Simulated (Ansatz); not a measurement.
**C₂H₆ClFGe: a ladder of functionals and wavefunction methods**

An exercise on one series of results from a longer session: the logs are not shown, and one member is left open.

The runs use Ansatz 0.2.0, Gaussian basis; functionals in def2-TZVPP, the program's frozen cores in correlated methods.

Levels to be run: PBE-D4, r2SCAN-D4, PBE0-D4, B3LYP-D4, ωB97X-V, ωB97M-V, B2PLYP; CCSD(T)/def2-TZVPP; MP2/def2-QZVPP; extrapolation to the limit.

## The relaxed structure

The geometry comes from an earlier relaxation with PBE0-D4 in a triple-zeta def2 set; it is a stationary point, not always the lowest conformer.

SMILES `[CH3][Ge]([CH3])([F])[Cl]`, 11 atoms, charge 0, spin multiplicity 1.

Atoms are counted from 1 here; the program's logs count them from 0.

Bond lengths: C1–Ge2 1.930 Å, C1–H6 1.091 Å, C1–H7 1.090 Å, C1–H8 1.091 Å, Ge2–C3 1.930 Å, Ge2–F4 1.740 Å, Ge2–Cl5 2.153 Å, C3–H9 1.091 Å, C3–H10 1.090 Å, C3–H11 1.091 Å. Angles: Ge2–C1–H6 110.1°, Ge2–C1–H7 109.2°, Ge2–C1–H8 109.8°, H6–C1–H7 109.1°, H6–C1–H8 109.4°, H7–C1–H8 109.3°, C1–Ge2–C3 119.4°, C1–Ge2–F4 106.8°, C1–Ge2–Cl5 108.9°, C3–Ge2–F4 106.8°, C3–Ge2–Cl5 108.9°, F4–Ge2–Cl5 105.0°, Ge2–C3–H9 110.1°, Ge2–C3–H10 109.2°, Ge2–C3–H11 109.8°, H9–C3–H10 109.1°, H9–C3–H11 109.4°, H10–C3–H11 109.3°.

Set-up of the first run:

The input, in.yaml:

```yaml
crystal:
  periodic: [false, false, false]
  atoms:
    - {symbol: C, position_ang: [-1.631494, 0.276303, 0.405438]}
    - {symbol: Ge, position_ang: [0.092068, 0.354595, -0.459059]}
    - {symbol: C, position_ang: [1.512374, -0.799628, 0.152899]}
    - {symbol: F, position_ang: [-0.169402, -0.014794, -2.139688]}
    - {symbol: Cl, position_ang: [0.790514, 2.391290, -0.439333]}
    - {symbol: H, position_ang: [-1.538609, 0.566126, 1.452616]}
    - {symbol: H, position_ang: [-2.314469, 0.961816, -0.095788]}
    - {symbol: H, position_ang: [-2.029829, -0.737499, 0.344637]}
    - {symbol: H, position_ang: [1.767415, -0.563697, 1.186580]}
    - {symbol: H, position_ang: [2.390509, -0.649796, -0.474831]}
    - {symbol: H, position_ang: [1.196324, -1.841719, 0.087130]}
basis:
  gaussian: {orbitals: def2-TZVPP}
hamiltonian: {xc: pbe, dispersion: d4}
output: {forces: true, orbitals: {seedname: orbitals}}
```

Command:

```console
$ ansatz run in.yaml --threads 2 --pin off --events-out ev --progress --plain --max-ram 22528MiB --backend cpu
```

Among the steps run: PBE-D4 (GGA); r2SCAN-D4 (meta-GGA); PBE0-D4 (hybrid); B3LYP-D4 (hybrid); ωB97X-V (range-separated); ωB97M-V (range-separated); B2PLYP (double hybrid); CCSD(T) in def2-TZVPP; MP2 in def2-QZVPP.

One of the session's tables, all rows but one given; the rest of the session is left out.

```
            method  atomisation energy (kcal/mol)
            PBE-D4                          971.2
         r2SCAN-D4                          963.4
           PBE0-D4                          959.1
          B3LYP-D4                              ?
           ωB97X-V                          962.7
           ωB97M-V                          959.4
            B2PLYP                          948.4
     HF/def2-TZVPP                          720.4
    MP2/def2-TZVPP                          957.1
   CCSD/def2-TZVPP                          929.4
CCSD(T)/def2-TZVPP                          942.3
           MP2/CBS                          977.1
       CCSD(T)/CBS                          962.2
```

Q: Estimate the row for B3LYP-D4 from the others.

The run gave: atomisation energy (kcal/mol): 953.8. In the column «atomisation energy (kcal/mol)» it lies between B2PLYP (948.4) and MP2/def2-TZVPP (957.1).
